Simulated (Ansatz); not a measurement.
# BGeH (singlet): the correlation ladder at a displaced geometry (v2), cc-pVDZ

An exercise on one series of results from a longer session: the logs are not shown, and one member is left open.

Computed with Ansatz 0.2.0, Gaussian basis. Level: cc-pVDZ, core rule «outside noble gas», up to 15 orbitals frozen.

To be run: UHF; CCSD(T) on RHF; CCSD(T) on UHF; BCCD(T) on RHF; CISD; CCSDT(Q) on RHF; CCSDT(Q) on UHF; CASSCF and MRCISD+Q, 8 electrons in 9 orbitals; CASSCF and NEVPT2, 8 electrons in 9 orbitals.

19 further runs of the same task are left out: 9 that didn't finish, 10 set aside as unsound or not needed.

## The system

The geometry is a PBE0/def2-TZVP stationary point (not a proven minimum) with its atoms shifted at random (size 0.100 Å). No spin-orbit coupling is included. The filled d shell of Ge may be among the frozen orbitals whatever the setting's name suggests; the logs give the count.

3 atoms, charge 0, spin multiplicity 1.

Atoms are counted from 1 here; the program's logs count them from 0.

Bond lengths: Ge1–B2 1.958 Å, B2–H3 1.199 Å. Angles: Ge1–B2–H3 171.3°.

Set-up of the first run:

Contents of in.yaml:

```yaml
crystal:
  periodic: [false, false, false]
  atoms:
    - {symbol: Ge, position_ang: [0.084376, 0.005225, 1.699487]}
    - {symbol: B, position_ang: [-0.080498, 0.013599, -0.251729]}
    - {symbol: H, position_ang: [-0.003878, -0.018825, -1.447758]}
basis:
  gaussian: {orbitals: cc-pVDZ}
magnetization: {spin_polarized: true, initial_magnetization: 0}
hamiltonian: {xc: hf}
output: {orbitals: {seedname: orbitals}}
```

Launch:

```
> ansatz run in.yaml --threads 1 --pin off --events-out ev --progress --plain --max-ram 2393MiB
```

Steps of the session up to this table: UHF; CCSD(T) on RHF; CCSD(T) on UHF; BCCD(T) on RHF; CISD; CCSDT(Q) on RHF; CCSDT(Q) on UHF; CASSCF and MRCISD+Q, 8 electrons in 9 orbitals; CASSCF and NEVPT2, 8 electrons in 9 orbitals.

One table of the session follows, with a row left open; its other results are not shown here.

| method | from RCCSDT(Q) (meV) |
| --- | --- |
| RHF | +5053.5 |
| UHF | +4181.2 |
| RMP2 | +1306.6 |
| UMP2 | +763.7 |
| CISD | ? |
| RCCSD | +359.1 |
| UCCSD | -104.9 |
| RCCSD(T) | +163.4 |
| UCCSD(T) | -299.3 |
| BCCD(T) | +164.4 |
| RCCSDT | +64.3 |
| UCCSDT | -487.8 |
| RCCSDT(Q) | 0 |
| UCCSDT(Q) | -558.1 |
| CASSCF valence | +2577.6 |
| NEVPT2 valence | +820.6 |
| MRCISD valence | +274.2 |
| MRCISD+Q valence | +147.3 |

Q: Estimate the row for CISD from the others.

The run gave: from RCCSDT(Q) (meV): +721.9. In the column «from RCCSDT(Q) (meV)» it lies between RCCSD (+359.1) and UMP2 (+763.7).

The program flags UCCSD(T), RCCSDT(Q), UCCSDT(Q) as in doubt (see the logs), so the zero of the table is itself unsure.

To keep in mind: The determinant is far from a pure spin state, so its energy mixes those of several spin states (harmless only where they are near-degenerate, as at dissociation). The report flags that the cluster equations may have other roots. The program flags UCCSD(T), RCCSDT(Q), UCCSDT(Q) as in doubt, so the zero of the table is itself unsure. Warnings: restricted reference is unstable; spin contamination. Restricted and unrestricted rows rest on different reference determinants; where their highest levels disagree by more than a few hundredths of an eV, they describe different states and don't form one ladder.
